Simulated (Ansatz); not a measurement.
# C2H11FSi3: the cost of one run

Program: Ansatz 0.2.0. Level of theory: RKS PBE-D4/STO-3G. These are calculated values, not measurements.

## (1) The structure to begin with

Bond lengths (14 of 16 bonds, heavy atoms first): C1–Si2 1.866 Å, Si2–C3 1.842 Å, C3–F4 1.282 Å, Si2–Si5 2.297 Å, Si5–Si6 2.309 Å, C1–H7 1.090 Å, C1–H8 1.112 Å, C1–H9 1.015 Å, Si2–H10 1.512 Å, C3–H11 1.105 Å, C3–H12 1.120 Å, Si5–H13 1.499 Å, Si5–H14 1.487 Å, Si6–H15 1.467 Å. Angles (14 of 30 angles, heavy atoms first): C1–Si2–C3 111.6°, C1–Si2–Si5 111.6°, C3–Si2–Si5 106.9°, Si2–C3–F4 113.1°, Si2–Si5–Si6 106.6°, C1–Si2–H10 107.3°, C3–Si2–H10 110.9°, Si5–Si2–H10 108.6°, Si2–C1–H7 109.5°, Si2–C1–H8 106.6°, Si2–C1–H9 112.4°, Si2–C3–H11 109.6°, Si2–C3–H12 111.6°, F4–C3–H11 107.4°.

The coordinates stand in the first input below.

## (2) End point A

Contents of input.yaml:

```yaml
crystal:
  periodic: [false, false, false]
  atoms:
    - { symbol: C, position_ang: [0.0276, -2.0199, -0.1969] }
    - { symbol: Si, position_ang: [0.8259, -0.3359, -0.2985] }
    - { symbol: C, position_ang: [1.5878, -0.0467, -1.9507] }
    - { symbol: F, position_ang: [0.7534, -0.1621, -2.9168] }
    - { symbol: Si, position_ang: [-0.7016, 1.3469, 0.0341] }
    - { symbol: Si, position_ang: [-1.4738, 1.1172, 2.1985] }
    - { symbol: H, position_ang: [-0.4421, -2.1409, 0.7793] }
    - { symbol: H, position_ang: [-0.7768, -2.0377, -0.964] }
    - { symbol: H, position_ang: [0.6915, -2.7723, -0.3486] }
    - { symbol: H, position_ang: [1.8668, -0.2638, 0.7953] }
    - { symbol: H, position_ang: [2.3934, -0.7833, -2.1212] }
    - { symbol: H, position_ang: [2.0804, 0.957, -2.0074] }
    - { symbol: H, position_ang: [-0.0841, 2.7026, -0.1341] }
    - { symbol: H, position_ang: [-1.8478, 1.2692, -0.9104] }
    - { symbol: H, position_ang: [-2.4865, 2.1268, 2.5278] }
    - { symbol: H, position_ang: [-2.0931, -0.2028, 2.3856] }
    - { symbol: H, position_ang: [-0.3401, 1.2452, 3.1681] }
basis:
  gaussian: { orbitals: STO-3G }
hamiltonian:
  xc: pbe
  dispersion: d4
relax:
  f_tol: 0.015
  max_steps: 40
```

The run is started by

```console
ansatz run input.yaml --threads 1 --pin off --max-ram 2048MiB --backend cpu --events-out ev --progress --plain --runs-dir out
```

What time and memory should one allow on 1 thread of Intel Xeon 6975P-C (Granite Rapids), shared host?

About 53 s, with a peak of 0.15 GiB.
